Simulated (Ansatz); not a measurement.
# Ir: the cost of one run

Method: DFT PBEsol, scalar-relativistic, plane waves, PAW, in Ansatz 0.2.0.

### 1 The starting structure

Symmetry: P6_3/mmc, No. 194, hexagonal system. Conventional cell: a = 2.751 Å, b = 2.751 Å, c = 4.462 Å, α = 90.00°, β = 90.00°, γ = 120.00°. Around Ir (site symmetry -6m2) lie 12 Ir at 2.74 to 2.75 Å.

Structure file:

```cif
data_structure
_symmetry_space_group_name_H-M 'P6_3/mmc'
_symmetry_Int_Tables_number 194
_cell_length_a 2.7514
_cell_length_b 2.7514
_cell_length_c 4.4623
_cell_angle_alpha 90.000
_cell_angle_beta 90.000
_cell_angle_gamma 120.000
_cell_volume 29.25
loop_
_atom_site_label
_atom_site_type_symbol
_atom_site_symmetry_multiplicity
_atom_site_Wyckoff_symbol
_atom_site_fract_x
_atom_site_fract_y
_atom_site_fract_z
_atom_site_occupancy
Ir1 Ir 2 c 0.66667 0.33333 0.75000 1
```

It goes back to an entry of the Materials Project, which need not be the stable form.

The cell is taken as given, not relaxed at this level.

### 2 The reference cell

The reference gives a free energy of -23597.8856 eV, pressure -12.50 GPa, largest force 0.000 eV/Å and gap on the mesh none (metal). It was computed beforehand with the settings of the runs below.

### 3 Setting up energy and stress against strain

The cell is strained by ε times the Voigt pattern (0, 0, 0, 0, 0, 1) (xx, yy, zz, yz, xz, xy; engineering shear), with fractional coordinates fixed (clamped ions). The stress on the pattern is the sum of the stress components weighted by it, tension positive.

### 4 Point ε = -0.1500

input.yaml reads:

```yaml
crystal:
  lattice:
    - [2.7513778946, -0.2063533421, 0.0]
    - [-1.5543961837, 2.4859398232, 0.0]
    - [0.0, 0.0, 4.46229]
  atoms:
    - { symbol: Ir, position: [0.6666666667, 0.3333333333, 0.75] }
    - { symbol: Ir, position: [0.3333333333, 0.6666666667, 0.25] }
basis:
  ecutwfc: 420
kpoints:
  mp_grid: { grid: [18, 18, 12] }
hamiltonian:
  xc: pbesol
scf:
  occupations: { method: gaussian, width: 0.15 }
output:
  forces: true
  stress: true
  eigenvalues: true
```

On the command line:

```bash
$ ansatz run input.yaml --threads 1 --pin off --max-ram 2560MiB --backend cpu --events-out ev --progress --plain --runs-dir out
```

**Question.** How long does this run take on 1 thread of Intel Xeon Platinum 8488C (Sapphire Rapids), shared host, and how much memory does it need?

About 18 s, with a peak of 0.83 GiB.
